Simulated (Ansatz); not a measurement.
## BW2, space group I4/mcm: a charge-density difference against the sublattices, step by step

Program: the Ansatz DFT code, driven from Python.

Interactive session:
```pycon
>>> import ansatz as az
>>> import numpy as np
>>> VECTORS = np.array([
...     [-2.784, 2.784, 2.372],
...     [2.784, -2.784, 2.372],
...     [2.784, 2.784, -2.372],
... ])
>>> SITES = [
...     ("B", (0.25, 0.25, 0.0)),
...     ("B", (0.75, 0.75, 0.0)),
...     ("W", (0.6692, 0.1692, 0.8384)),
...     ("W", (0.1692, 0.3308, 0.5)),
...     ("W", (0.3308, 0.8308, 0.1616)),
...     ("W", (0.8308, 0.6692, 0.5)),
... ]
>>> def build(cell):
...     crystal = az.Crystal(lattice=az.Lattice.of(cell))
...     for symbol, position in SITES:
...         crystal = crystal.atom(symbol, position)
...     return crystal
...
>>> # one cutoff and one grid for all runs, so that the fields can be subtracted
>>> def solve(crystal):
...     return (
...         crystal.calculation()
...         .occupations("Fermi-Dirac", width=150 * az.meV)
...         .functional("lda")
...         .basis(460, grid_basis="typed")
...         .kpoints(6, 6, 6)
...         .density()
...         .run(threads=1)
...     )
...
>>> whole = solve(build(VECTORS))
>>> difference = whole.density().channels[0].density_e_per_ang3.copy()
>>> binding = whole.report["free_energy_ev"]
>>> for element in ["B", "W"]:
...     part = az.Crystal(lattice=az.Lattice.of(VECTORS))
...     for symbol, position in SITES:
...         if symbol == element:
...             part = part.atom(symbol, position)
...     alone = solve(part)
...     difference -= alone.density().channels[0].density_e_per_ang3
...     binding -= alone.report["free_energy_ev"]
...     print(f"{element} sublattice: {alone.report['n_electrons']:g} electrons, {alone.report['n_iterations']} iterations")
...
B sublattice: 6 electrons, 6 iterations
W sublattice: 56 electrons, 6 iterations
>>> voxel = abs(np.linalg.det(VECTORS)) / difference.size
>>> print(f"energy of the crystal less its unpolarised sublattices: {binding / len(SITES):.4f} eV/atom")
energy of the crystal less its unpolarised sublattices: -2.6188 eV/atom
>>> print(f"net charge of the difference {difference.sum() * voxel:.5f} e, charge rearranged {0.5 * np.abs(difference).sum() * voxel:.3f} e")
net charge of the difference 0.00000 e, charge rearranged 0.914 e
>>> print(f"extremes {difference.min():.4f} and {difference.max():.4f} e/A^3")
extremes -0.1205 and 0.1452 e/A^3
>>> for (symbol, position) in SITES:
...     index = tuple(int(round(p * n)) % n for p, n in zip(position, difference.shape))
...     print(f"  change of the pseudo-density at the grid point nearest {symbol}: {difference[index]:+.4f} e/A^3")
...
  change of the pseudo-density at the grid point nearest B: -0.1189 e/A^3
  change of the pseudo-density at the grid point nearest B: -0.1189 e/A^3
  change of the pseudo-density at the grid point nearest W: -0.0361 e/A^3
  change of the pseudo-density at the grid point nearest W: -0.0361 e/A^3
  change of the pseudo-density at the grid point nearest W: -0.0361 e/A^3
  change of the pseudo-density at the grid point nearest W: -0.0361 e/A^3
```

For a metal this k-point mesh is coarse: on a finer one energies can move by several to tens of meV an atom and pressures by half a GPa or more, differences at one mesh by less. Spin-orbit coupling, which matters for elements this heavy, is left out. Densities and potentials on the grid are those of the valence electrons, and inside the cores they hang on the potentials used. The structure is a deposited one; some such entries were measured under pressure or heat, so a shift against it needn't be the functional's error alone. Charge moved counts every rearrangement, bonding and polarisation too, and is no transfer between atoms; the bare sublattices are artificial references. Values near the nuclei depend on the potentials. It ran for 9.9 s on 1 thread of Intel(R) Xeon(R) Platinum 8259CL CPU @ 2.50GHz (Skylake/Cascade Lake), with other jobs on the host, peak memory 0.45 GiB.
